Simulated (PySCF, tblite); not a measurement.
**C₈H₉FO: geometry, infrared bands, NMR shifts and electronic excitations**

Aim: predict the infrared bands, NMR shifts and electronic excitations of C₈H₉FO (`C=C1C(=C)C(OCC)=C1F`).

Programs: tblite 0.8.0 and PySCF 2.14.0, with density-fitted response routines of our own. Each step states its level of theory. These are calculated values for one molecule in the gas phase, unless marked as measured. Atoms count from 0, in the outputs and in this text.

## 1. The starting structure

19 atoms, charge 0, multiplicity 1; geometry from: force field or distance geometry start.

Bonds of the start (Å): C0–C1 1.32, C1–C2 1.42, C2–C3 1.34, C2–C4 1.43, C4–O5 1.28, O5–C6 1.43, C6–C7 1.52, C4–C8 1.36, C8–F9 1.34, C8–C1 1.44, C0–H10 1.09, C0–H11 1.09, C3–H12 1.08, C3–H13 1.08, C6–H14 1.09, C6–H15 1.11, C7–H16 1.09, C7–H17 1.09, C7–H18 1.09.

## 2. Optimising the geometry with GFN2-xTB

Job settings and geometry (Å):

```
{"job": {"kind": "relax", "xc": "GFN2-xTB", "basis": "xTB"}, "charge": 0, "multiplicity": 1}
C     -3.275500    -1.107000     0.283300
C     -2.049300    -0.617800     0.194900
C     -1.371400     0.575100     0.577700
C     -1.725900     1.734600     1.148400
C     -0.150400     0.032900     0.055700
O      1.011300     0.563300     0.004300
C      1.995800    -0.278000    -0.595400
C      3.329400     0.459300    -0.576600
C     -0.790700    -1.113200    -0.299600
F     -0.440100    -2.263700    -0.884400
H     -3.515900    -2.095600    -0.096600
H     -4.082600    -0.518900     0.729100
H     -0.985900     2.499900     1.330100
H     -2.741400     1.904500     1.471000
H      1.717500    -0.503700    -1.626700
H      2.093900    -1.213100    -0.010800
H      3.247300     1.400500    -1.129700
H      3.614000     0.702400     0.443700
H      4.110100    -0.152500    -1.026000
```

The run is started by

```sh
$ OMP_NUM_THREADS=1 python probes_run.py task.json out
```

This one command runs all jobs of the session in turn.

**Question.** This job is followed by: GFN2-xTB harmonic vibrations, gas phase; PBE0-D3(BJ)/def2-SVP geometry optimisation, gas phase; GIAO PBE0/pcSseg-1 NMR shielding, non-relativistic, gas phase; TDDFT CAM-B3LYP/def2-SVPD, vertical, gas phase, core orbitals frozen in the response; GIAO mPW1PW91/pcSseg-1 NMR shielding, non-relativistic, gas phase. What will the session give for the following? strongest single infrared mode (GFN2-xTB); zero-point energy (GFN2-xTB); point group; rotational constants (main isotopes); 13C shifts against TMS (PBE0/pcSseg-1); 1H shifts against TMS (PBE0/pcSseg-1, means over atoms taken as alike); 17O shifts against H2O (PBE0/pcSseg-1); 19F shifts against CFCl3 (PBE0/pcSseg-1); surface potential, 1st and 99th percentile; lowest singlet (CAM-B3LYP/def2-SVPD); brightest single state of those computed; lowest triplet; vertical ionisation energy (ΔSCF); range of the shift of O5.

**Answer**, as computed:

| quantity | value |
| --- | --- |
| strongest single infrared mode (GFN2-xTB) | 1670 cm⁻¹, 503 km/mol |
| zero-point energy (GFN2-xTB) | 91.4 kcal/mol |
| point group | Cs |
| rotational constants (main isotopes) | 2.27, 0.89, 0.64 GHz |
| 13C shifts against TMS (PBE0/pcSseg-1) | 150.0, 149.6, 147.8, 146.4, 98.2, 92.8, 67.6, 16.5 ppm |
| 1H shifts against TMS (PBE0/pcSseg-1, means over atoms taken as alike) | 5.08, 5.03, 4.83, 4.82, 4.04, 1.41 ppm |
| 17O shifts against H2O (PBE0/pcSseg-1) | 137.1 ppm |
| 19F shifts against CFCl3 (PBE0/pcSseg-1) | -129.0 ppm |
| surface potential, 1st and 99th percentile | -0.86 V and 0.96 V |
| lowest singlet (CAM-B3LYP/def2-SVPD) | 5.10 eV (243 nm), f = 0.130 |
| brightest single state of those computed | state 4, 6.39 eV, f = 0.527 |
| lowest triplet | 3.15 eV |
| vertical ionisation energy (ΔSCF) | 7.96 eV |
| range of the shift of O5 | 136.1 to 137.1 ppm |

In words: The optimisation took 24 steps and gained 0.257 eV; among the close pairs (by a distance rule), C1–C2 changed most, from 1.424 to 1.498 Å (GFN2-xTB). All 51 modes are real, so the xTB geometry is a minimum. The strongest single mode, at 1670 cm⁻¹, is spread over many atoms; the largest shares are those of C4, C8. Unscaled tight-binding wavenumbers are off by several per cent, some by more. Its intensities can rank the bands wrongly. Relaxing lowered the energy by 0.253 eV in 7 steps; the close pair that moved most is C3–H12, from 1.041 to 1.092 Å (PBE0/def2-SVP). By nearest atom (PBE0/pcSseg-1), the HOMO sits on C8 23 %; C0, C4 about 17 % each and the LUMO on C4, C8 about 23 % each; C2, C3 about 10 % each. The first singlet state (HOMO→LUMO 0.87) lies at 5.10 eV and is bright; of the 10 states computed, the strongest absorption comes from state 4 at 6.39 eV. The lowest triplet lies 1.96 eV below the lowest singlet (triplets in Tamm-Dancoff, singlets in full TDDFT). ΔSCF puts the ionisation energy at 7.96 eV, 0.62 eV above −ε(HOMO). Across the 2 runs the shift of O5 moves most, between 136.1 (mPW1PW91/pcSseg-1) and 137.1 ppm (PBE0/pcSseg-1). Most of that comes from the computed reference, not from the atom's own shielding.
